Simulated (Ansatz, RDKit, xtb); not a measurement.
# Isomers of C2H4BF, a sample narrowed down, part 2 of 2

Which of a sample of isomers of C2H4BF is the most stable in the gas at 298.15 K, and what are its properties? The sample is small against all isomers, and the most stable one of this formula need not be in it.

xtb, Ansatz and PySCF; isolated molecules.

## 7. Harmonic analysis of the finalists

The lowest few in one piece go on as finalists. Harmonic vibrations at PBE-D3(BJ)/def2-SVP test each finalist and give the zero-point energy and the thermal terms. The first, c472a:

File input.yaml:

```yaml
crystal:
  periodic: [false, false, false]
  atoms:
    - {symbol: C, position_ang: [-0.625078, 0.436944, -1.382158]}
    - {symbol: C, position_ang: [0.460131, 0.221713, -0.599800]}
    - {symbol: B, position_ang: [-0.785340, 1.807041, -2.046340]}
    - {symbol: F, position_ang: [0.702277, -0.927997, 0.026413]}
    - {symbol: H, position_ang: [0.061977, 2.663187, -1.855513]}
    - {symbol: H, position_ang: [-1.737477, 2.060032, -2.758932]}
    - {symbol: H, position_ang: [-1.337145, -0.398641, -1.495043]}
    - {symbol: H, position_ang: [1.246335, 0.974266, -0.405424]}
basis:
  gaussian: {orbitals: def2-SVP}
hamiltonian: {xc: pbe, dispersion: d3bj}
scf: {lower_state_search: "off"}
phonons: {}
```

Launch:

```bash
$ ansatz run input.yaml --threads 2 --pin off --max-ram 5220MiB --events-out events.jsonl --progress --plain --runs-dir runs
```

Output:

```text
Warning: RAYON_NUM_THREADS=2 ignored (pool sized by the plan → 2); use --threads N
Functional definition: PBE
  name "PBE"
  parameter kappa = 0.804
  parameter beta = 0.06672455060314922
  exchange = pbe_x(kappa = kappa, mu = beta*pi^2/3)
  correlation = pbe_c(beta = beta)
these checks for a lower state are left out or cut short: stability, starts, cluster_reference, orbital_swaps, neighbouring_geometries, increment
850 factors; their error is unknown
mean field evaluation 1: about -5513.9809 eV, gradient 4.7e1 eV
mean field evaluation 2: about -5501.5937 eV, gradient 7.8e1 eV
mean field evaluation 4: about -5520.1499 eV, gradient 6.3e0 eV
mean field evaluation 8: about -5520.2658 eV, gradient 2.0e-1 eV
mean field evaluation 16: about -5520.2238 eV, gradient 9.8e-5 eV
mean field -5520.22376065 eV, -202.8644814618 hartree, gradient 9.8e-6 eV, S^2 0.000000; 0 other end points of the search recorded, 0 dependent functions left out
[... 4 lines left out ...]
mean field -5520.22358891 eV, -202.8644751504 hartree, gradient 2.4e-6 eV, S^2 0.000000; 0 other end points of the search recorded, 0 dependent functions left out
[... 4 lines left out ...]
mean field -5520.22359058 eV, -202.8644752120 hartree, gradient 1.2e-6 eV, S^2 0.000000; 0 other end points of the search recorded, 0 dependent functions left out
[... 5 lines left out ...]
mean field -5520.22359214 eV, -202.8644752694 hartree, gradient 9.1e-7 eV, S^2 0.000000; 0 other end points of the search recorded, 0 dependent functions left out
[... 4 lines left out ...]
mean field -5520.22360382 eV, -202.8644756983 hartree, gradient 8.4e-7 eV, S^2 0.000000; 0 other end points of the search recorded, 0 dependent functions left out
[... 4 lines left out ...]
mean field -5520.22366796 eV, -202.8644780556 hartree, gradient 1.1e-6 eV, S^2 0.000000; 0 other end points of the search recorded, 0 dependent functions left out
[... 4 lines left out ...]
mean field -5520.22366407 eV, -202.8644779124 hartree, gradient 1.3e-6 eV, S^2 0.000000; 0 other end points of the search recorded, 0 dependent functions left out
[... 4 lines left out ...]
mean field -5520.22356810 eV, -202.8644743859 hartree, gradient 1.1e-6 eV, S^2 0.000000; 0 other end points of the search recorded, 0 dependent functions left out
[... 5 lines left out ...]
mean field -5520.22356343 eV, -202.8644742142 hartree, gradient 1.4e-6 eV, S^2 0.000000; 0 other end points of the search recorded, 0 dependent functions left out
[... 4 lines left out ...]
mean field -5520.22358832 eV, -202.8644751287 hartree, gradient 8.6e-7 eV, S^2 0.000000; 0 other end points of the search recorded, 0 dependent functions left out
[... 4 lines left out ...]
mean field -5520.22359982 eV, -202.8644755514 hartree, gradient 1.7e-6 eV, S^2 0.000000; 0 other end points of the search recorded, 0 dependent functions left out
[... 4 lines left out ...]
mean field -5520.22365155 eV, -202.8644774525 hartree, gradient 1.0e-6 eV, S^2 0.000000; 0 other end points of the search recorded, 0 dependent functions left out
[... 4 lines left out ...]
mean field -5520.22364389 eV, -202.8644771708 hartree, gradient 5.7e-7 eV, S^2 0.000000; 0 other end points of the search recorded, 0 dependent functions left out
[... 5 lines left out ...]
mean field -5520.22365631 eV, -202.8644776274 hartree, gradient 1.5e-6 eV, S^2 0.000000; 0 other end points of the search recorded, 0 dependent functions left out
[... 4 lines left out ...]
mean field -5520.22366311 eV, -202.8644778773 hartree, gradient 2.1e-6 eV, S^2 0.000000; 0 other end points of the search recorded, 0 dependent functions left out
[... 4 lines left out ...]
mean field -5520.22365667 eV, -202.8644776407 hartree, gradient 1.0e-6 eV, S^2 0.000000; 0 other end points of the search recorded, 0 dependent functions left out
[... 4 lines left out ...]
mean field -5520.22362673 eV, -202.8644765402 hartree, gradient 2.9e-6 eV, S^2 0.000000; 0 other end points of the search recorded, 0 dependent functions left out
[... 4 lines left out ...]
mean field -5520.22368347 eV, -202.8644786256 hartree, gradient 1.1e-6 eV, S^2 0.000000; 0 other end points of the search recorded, 0 dependent functions left out
[... 5 lines left out ...]
mean field -5520.22370021 eV, -202.8644792409 hartree, gradient 2.6e-6 eV, S^2 0.000000; 0 other end points of the search recorded, 0 dependent functions left out
[... 4 lines left out ...]
mean field -5520.22374722 eV, -202.8644809684 hartree, gradient 1.3e-6 eV, S^2 0.000000; 0 other end points of the search recorded, 0 dependent functions left out
[... 4 lines left out ...]
mean field -5520.22373454 eV, -202.8644805025 hartree, gradient 1.9e-6 eV, S^2 0.000000; 0 other end points of the search recorded, 0 dependent functions left out
[... 4 lines left out ...]
mean field -5520.22364883 eV, -202.8644773526 hartree, gradient 2.7e-6 eV, S^2 0.000000; 0 other end points of the search recorded, 0 dependent functions left out
[... 4 lines left out ...]
mean field -5520.22367243 eV, -202.8644782197 hartree, gradient 1.3e-6 eV, S^2 0.000000; 0 other end points of the search recorded, 0 dependent functions left out
[... 4 lines left out ...]
mean field -5520.22373382 eV, -202.8644804759 hartree, gradient 8.9e-7 eV, S^2 0.000000; 0 other end points of the search recorded, 0 dependent functions left out
[... 5 lines left out ...]
mean field -5520.22371612 eV, -202.8644798256 hartree, gradient 1.2e-6 eV, S^2 0.000000; 0 other end points of the search recorded, 0 dependent functions left out
[... 4 lines left out ...]
mean field -5520.22372219 eV, -202.8644800483 hartree, gradient 2.5e-6 eV, S^2 0.000000; 0 other end points of the search recorded, 0 dependent functions left out
[... 4 lines left out ...]
mean field -5520.22372576 eV, -202.8644801795 hartree, gradient 1.2e-6 eV, S^2 0.000000; 0 other end points of the search recorded, 0 dependent functions left out
[... 4 lines left out ...]
mean field -5520.22373228 eV, -202.8644804193 hartree, gradient 2.5e-6 eV, S^2 0.000000; 0 other end points of the search recorded, 0 dependent functions left out
[... 4 lines left out ...]
mean field -5520.22371181 eV, -202.8644796670 hartree, gradient 1.2e-6 eV, S^2 0.000000; 0 other end points of the search recorded, 0 dependent functions left out
[... 5 lines left out ...]
mean field -5520.22374755 eV, -202.8644809803 hartree, gradient 2.8e-6 eV, S^2 0.000000; 0 other end points of the search recorded, 0 dependent functions left out
[... 4 lines left out ...]
mean field -5520.22375779 eV, -202.8644813569 hartree, gradient 1.3e-6 eV, S^2 0.000000; 0 other end points of the search recorded, 0 dependent functions left out
[... 4 lines left out ...]
mean field -5520.22370871 eV, -202.8644795530 hartree, gradient 1.3e-6 eV, S^2 0.000000; 0 other end points of the search recorded, 0 dependent functions left out
[... 4 lines left out ...]
mean field -5520.22372225 eV, -202.8644800508 hartree, gradient 1.7e-6 eV, S^2 0.000000; 0 other end points of the search recorded, 0 dependent functions left out
[... 4 lines left out ...]
mean field -5520.22375479 eV, -202.8644812464 hartree, gradient 1.2e-6 eV, S^2 0.000000; 0 other end points of the search recorded, 0 dependent functions left out
[... 5 lines left out ...]
mean field -5520.22374282 eV, -202.8644808066 hartree, gradient 2.7e-6 eV, S^2 0.000000; 0 other end points of the search recorded, 0 dependent functions left out
[... 4 lines left out ...]
mean field -5520.22372683 eV, -202.8644802191 hartree, gradient 1.1e-6 eV, S^2 0.000000; 0 other end points of the search recorded, 0 dependent functions left out
[... 4 lines left out ...]
mean field -5520.22374042 eV, -202.8644807185 hartree, gradient 2.0e-6 eV, S^2 0.000000; 0 other end points of the search recorded, 0 dependent functions left out
[... 4 lines left out ...]
mean field -5520.22370459 eV, -202.8644794016 hartree, gradient 1.4e-6 eV, S^2 0.000000; 0 other end points of the search recorded, 0 dependent functions left out
[... 4 lines left out ...]
mean field -5520.22371666 eV, -202.8644798453 hartree, gradient 1.9e-6 eV, S^2 0.000000; 0 other end points of the search recorded, 0 dependent functions left out
[... 4 lines left out ...]
mean field -5520.22368994 eV, -202.8644788633 hartree, gradient 1.2e-6 eV, S^2 0.000000; 0 other end points of the search recorded, 0 dependent functions left out
[... 5 lines left out ...]
mean field -5520.22370560 eV, -202.8644794388 hartree, gradient 1.6e-6 eV, S^2 0.000000; 0 other end points of the search recorded, 0 dependent functions left out
[... 4 lines left out ...]
mean field -5520.22374956 eV, -202.8644810542 hartree, gradient 1.5e-6 eV, S^2 0.000000; 0 other end points of the search recorded, 0 dependent functions left out
[... 4 lines left out ...]
mean field -5520.22375078 eV, -202.8644810991 hartree, gradient 1.4e-6 eV, S^2 0.000000; 0 other end points of the search recorded, 0 dependent functions left out
[... 4 lines left out ...]
mean field -5520.22371235 eV, -202.8644796869 hartree, gradient 2.3e-6 eV, S^2 0.000000; 0 other end points of the search recorded, 0 dependent functions left out
[... 4 lines left out ...]
mean field -5520.22369207 eV, -202.8644789417 hartree, gradient 1.7e-6 eV, S^2 0.000000; 0 other end points of the search recorded, 0 dependent functions left out
[... 5 lines left out ...]
mean field -5520.22370468 eV, -202.8644794049 hartree, gradient 1.3e-6 eV, S^2 0.000000; 0 other end points of the search recorded, 0 dependent functions left out
[... 4 lines left out ...]
mean field -5520.22370460 eV, -202.8644794022 hartree, gradient 1.3e-6 eV, S^2 0.000000; 0 other end points of the search recorded, 0 dependent functions left out
[... 4 lines left out ...]
mean field -5520.22375319 eV, -202.8644811877 hartree, gradient 2.4e-6 eV, S^2 0.000000; 0 other end points of the search recorded, 0 dependent functions left out
[... 4 lines left out ...]
mean field -5520.22374067 eV, -202.8644807275 hartree, gradient 1.9e-6 eV, S^2 0.000000; 0 other end points of the search recorded, 0 dependent functions left out
[... 2 lines left out ...]
Total energy: -5520.34176789 eV, -202.8688181480 hartree
Atom 0 at    -0.625078     0.436944    -1.382158 Å, force     0.001234    -0.000268     0.000917 eV/Å
Atom 1 at     0.460131     0.221713    -0.599800 Å, force    -0.002386     0.000742    -0.001867 eV/Å
Atom 2 at    -0.785340     1.807041    -2.046340 Å, force     0.001320    -0.000140     0.000844 eV/Å
Atom 3 at     0.702277    -0.927997     0.026413 Å, force    -0.000209    -0.000551     0.000137 eV/Å
Atom 4 at     0.061977     2.663187    -1.855513 Å, force     0.000454     0.000113     0.000340 eV/Å
Atom 5 at    -1.737477     2.060032    -2.758932 Å, force    -0.000957    -0.000555    -0.000408 eV/Å
Atom 6 at    -1.337145    -0.398641    -1.495043 Å, force     0.000334     0.000049     0.000211 eV/Å
Atom 7 at     1.246335     0.974266    -0.405424 Å, force     0.000210     0.000610    -0.000174 eV/Å
Dipole moment:     0.129442    -0.083491     0.117027 e Å
Vibrations: 182.05 262.41 401.33 515.49 788.51 856.85 957.90 966.87 1035.61 1150.29 1176.59 1262.77 1292.60 1626.46 2506.49 2597.91 3103.06 3106.63 cm⁻¹, zero-point energy 1.474781 eV
Checks for a lower state left out: stability, starts, cluster_reference, orbital_swaps, neighbouring_geometries, increment
```

Run time: 15 s. Hardware: 2 threads of Intel Xeon 6975P-C (Granite Rapids), shared host; peak memory 0.14 GiB.

## 8. Zero-point energy and free-energy terms

At 298.15 K and 1 atm, ideal gas, rigid rotor and harmonic oscillator:

| label | SMILES | spin | point group | lowest mode (cm⁻¹) | zero-point (kcal/mol) | G − E (kcal/mol) |
| --- | --- | --- | --- | --- | --- | --- |
| c472a | B/C=C/F | singlet | Cs | 182 | 34.0 | 17.3 |
| c273a | B/C=C\F | singlet | Cs | 236 | 34.0 | 17.2 |
| c992a | BC(=C)F | singlet | Cs | 182 | 33.5 | 16.7 |

## 9. Last filter: a higher level

Each finalist gets a single point at CCSD(T)/def2-TZVP.

c472a, CCSD(T)/def2-TZVP:

File input.yaml:

```yaml
crystal:
  periodic: [false, false, false]
  atoms:
    - symbol: C
      position_ang: [-0.625078, 0.436944, -1.382158]
    - symbol: C
      position_ang: [0.460131, 0.221713, -0.599800]
    - symbol: B
      position_ang: [-0.785340, 1.807041, -2.046340]
    - symbol: F
      position_ang: [0.702277, -0.927997, 0.026413]
    - symbol: H
      position_ang: [0.061977, 2.663187, -1.855513]
    - symbol: H
      position_ang: [-1.737477, 2.060032, -2.758932]
    - symbol: H
      position_ang: [-1.337145, -0.398641, -1.495043]
    - symbol: H
      position_ang: [1.246335, 0.974266, -0.405424]
basis:
  gaussian:
    orbitals: def2-TZVP
correlation:
  method: ccsd_t
  frozen_orbitals: {H: 0, C: 1, F: 1, B: 1}
```

Launch:

```bash
$ ansatz run input.yaml --threads 2 --pin off --max-ram 5220MiB --events-out events.jsonl --progress --plain --runs-dir runs
```

Output:

```text
Warning: RAYON_NUM_THREADS=2 ignored (pool sized by the plan → 2); use --threads N
Functional definition: HF
  name "HF"
  exchange = exact_x
  correlation = 0
1003 factors; integrals over basis functions are off by at most 1.2e-3 eV
mean field evaluation 1: about -5500.3583 eV, gradient 3.1e1 eV
mean field evaluation 2: about -5500.3606 eV, gradient 3.1e1 eV
mean field evaluation 4: about -5502.8556 eV, gradient 3.5e0 eV
mean field evaluation 8: about -5502.9059 eV, gradient 9.8e-4 eV
mean field evaluation 16: about -5502.9044 eV, gradient 2.8e-1 eV
mean field -5502.90590666 eV, -202.2280620663 hartree, gradient 2.3e-6 eV, S^2 0.000000; 0 other end points of the search recorded, 0 dependent functions left out
4 core orbitals not correlated: weight in the atoms' cores, before any rotation towards them, 1.000 or more for the frozen orbitals, at most 0.000 for the correlated occupied ones
reference -5502.90590666 eV, -202.2280620663 hartree; 11, 11 occupied and 133, 133 virtual orbitals, 1003 factors
second order -17.86317550 eV of doubles, -0.00000000 eV of singles
cycle   1  -18.13937831 eV  change   -2.8e-1 eV  update   9.7e-2
cycle   2  -18.59188023 eV  change   -4.5e-1 eV  update   3.0e-2
cycle   3  -18.70665663 eV  change   -1.1e-1 eV  update   1.6e-2
cycle   4  -18.70064100 eV  change    6.0e-3 eV  update   4.0e-3
cycle   5  -18.69816523 eV  change    2.5e-3 eV  update   1.8e-3
cycle   6  -18.69880846 eV  change   -6.4e-4 eV  update   5.4e-4
cycle   7  -18.69880132 eV  change    7.1e-6 eV  update   2.0e-4
cycle   8  -18.69870744 eV  change    9.4e-5 eV  update   7.7e-5
cycle   9  -18.69870360 eV  change    3.8e-6 eV  update   3.1e-5
cycle  10  -18.69871538 eV  change   -1.2e-5 eV  update   1.3e-5
perturbative correction -0.73542245 eV, -0.0270262765 hartree
Total energy: -5522.34004450 eV, -202.9422534587 hartree
```

Wall time 7.5 s (2 threads of Intel Xeon 6975P-C (Granite Rapids), shared host); peak memory 1.2 GiB.

## 10. c273a at CCSD(T)/def2-TZVP

File input.yaml:

```yaml
basis:
  gaussian:
    orbitals: def2-TZVP
crystal:
  periodic: [false, false, false]
  atoms:
    - {symbol: C, position_ang: [-0.594384, 0.502650, -1.527255]}
    - {symbol: C, position_ang: [0.390774, -0.085519, -0.804668]}
    - {symbol: B, position_ang: [-0.749369, 2.021451, -1.708611]}
    - {symbol: F, position_ang: [1.340970, 0.592347, -0.165375]}
    - {symbol: H, position_ang: [0.038782, 2.790193, -1.193462]}
    - {symbol: H, position_ang: [-1.666312, 2.466054, -2.373087]}
    - {symbol: H, position_ang: [-1.293623, -0.216915, -1.986572]}
    - {symbol: H, position_ang: [0.519684, -1.175634, -0.662643]}
correlation:
  method: ccsd_t
  frozen_orbitals: {H: 0, C: 1, F: 1, B: 1}
```

Launch:

```bash
$ ansatz run input.yaml --threads 2 --pin off --max-ram 5220MiB --events-out events.jsonl --progress --plain --runs-dir runs
```

Output:

```text
Warning: RAYON_NUM_THREADS=2 ignored (pool sized by the plan → 2); use --threads N
[... 4 set-up lines as earlier in the session ...]
1003 factors; integrals over basis functions are off by at most 1.2e-3 eV
mean field evaluation 1: about -5500.2022 eV, gradient 3.1e1 eV
mean field evaluation 2: about -5500.2049 eV, gradient 3.1e1 eV
mean field evaluation 4: about -5502.7399 eV, gradient 3.5e0 eV
mean field evaluation 8: about -5502.7910 eV, gradient 1.2e-3 eV
mean field evaluation 16: about -5502.7891 eV, gradient 2.9e-1 eV
mean field -5502.79103806 eV, -202.2238407229 hartree, gradient 3.6e-6 eV, S^2 0.000000; 0 other end points of the search recorded, 0 dependent functions left out; unrestricted orbitals would lower it
4 core orbitals not correlated: weight in the atoms' cores, before any rotation towards them, 1.000 or more for the frozen orbitals, at most 0.000 for the correlated occupied ones
reference -5502.79103806 eV, -202.2238407229 hartree; 11, 11 occupied and 133, 133 virtual orbitals, 1003 factors
second order -17.85465619 eV of doubles, -0.00000000 eV of singles
cycle   1  -18.13818740 eV  change   -2.8e-1 eV  update   9.6e-2
cycle   2  -18.59424490 eV  change   -4.6e-1 eV  update   3.0e-2
cycle   3  -18.70837831 eV  change   -1.1e-1 eV  update   1.6e-2
cycle   4  -18.70150958 eV  change    6.9e-3 eV  update   3.9e-3
cycle   5  -18.69943941 eV  change    2.1e-3 eV  update   1.7e-3
cycle   6  -18.70013338 eV  change   -6.9e-4 eV  update   4.7e-4
cycle   7  -18.70004077 eV  change    9.3e-5 eV  update   1.8e-4
cycle   8  -18.69995923 eV  change    8.2e-5 eV  update   6.9e-5
cycle   9  -18.69996547 eV  change   -6.2e-6 eV  update   3.4e-5
cycle  10  -18.69996830 eV  change   -2.8e-6 eV  update   1.4e-5
perturbative correction -0.73331298 eV, -0.0269487550 hartree
Total energy: -5522.22431934 eV, -202.9380006376 hartree
```

Wall time 8.1 s (2 threads of Intel Xeon 6975P-C (Granite Rapids), shared host); peak memory 1.2 GiB.

For c273a, c992a the log finds that unrestricted Hartree-Fock orbitals lie lower, a sign to watch the closed-shell reference there.

## 11. Free energies and the winner

Energies in kcal/mol from c472a; G adds the thermal terms to the CCSD(T)/def2-TZVP energy. The columns left of the relaxed level are at the tight-binding geometries.

| label | SMILES | spin | GFN2-xTB | HF/STO-3G | r2SCAN-D4/def2-SVP | PBE-D3(BJ)/def2-SVP | HF/def2-TZVP | MP2/def2-TZVP | CCSD(T)/def2-TZVP | G | share at equilibrium | T1 |
| --- | --- | --- | --- | --- | --- | --- | --- | --- | --- | --- | --- | --- |
| c472a | B/C=C/F | singlet | 0.0 | 0.0 | 0.0 | 0.0 | 0.0 | 0.0 | 0.0 | 0.0 | 98.1 % | 0.013 |
| c273a | B/C=C\F | singlet | 1.5 | 1.3 | 1.8 | 2.3 | 2.6 | 2.8 | 2.7 | 2.6 | 1.2 % | 0.013 |
| c992a | BC(=C)F | singlet | 1.9 | 4.8 | 4.7 | 5.0 | 3.8 | 4.4 | 3.5 | 2.9 | 0.7 % | 0.013 |

Lowest found: c472a, `B/C=C/F`, a singlet of point group Cs. Bond lengths: C1–C2 1.355 Å, C1–B3 1.531 Å, C2–F4 1.331 Å, B3–H5 1.220 Å, B3–H6 1.216 Å, C1–H7 1.104 Å, C2–H8 1.106 Å. Angles: C1–C2–F4 123.7°, C2–C1–B3 118.5°, C1–C2–H8 124.3°, F4–C2–H8 112.1°, C2–C1–H7 117.1°, B3–C1–H7 124.4°, C1–B3–H5 119.2°, C1–B3–H6 121.5°, H5–B3–H6 119.3°.

```xyz
8

C    -0.6251    0.4369   -1.3822
C     0.4601    0.2217   -0.5998
B    -0.7853    1.8070   -2.0463
F     0.7023   -0.9280    0.0264
H     0.0620    2.6632   -1.8555
H    -1.7375    2.0600   -2.7589
H    -1.3371   -0.3986   -1.4950
H     1.2463    0.9743   -0.4054
```

## 12. What came out

This closing draws on all 2 parts.

| quantity | value |
| --- | --- |
| lowest structure found | B/C=C/F, singlet, Cs |
| next finalist | B/C=C\F, singlet, 2.6 kcal/mol higher in G |
| share at equilibrium, among the finalists | 98.1 % |
| funnel | 3 starts, 3 minima at GFN2-xTB, 5 screening runs, 3 relaxed, 3 ranked |
| CPU time of all runs | 2.5 min |
| harmonic wavenumbers, lowest and highest (PBE-D3(BJ)/def2-SVP) | 182 and 3107 cm⁻¹ |
| rotational constants, same geometry | 1.494, 0.1394, 0.1275 cm⁻¹ |

What this shows: The lowest structure found is `B/C=C/F`. The next finalist is drawn with the same bonds. GFN2-xTB, HF/STO-3G, r2SCAN-D4/def2-SVP, PBE-D3(BJ)/def2-SVP, HF/def2-TZVP and MP2/def2-TZVP already put its bonding pattern lowest among the structures in one piece. The largest share of the time went into the vibrations (54 %). Lowest found is not proven lowest: the search is finite, and each finalist counts with one conformer. Only 3 drawn patterns were tried, so whole families of isomers are missing, and the result ranks this sample alone. The lowest isomer need not be the one that is made and kept in a bottle, which depends on barriers.
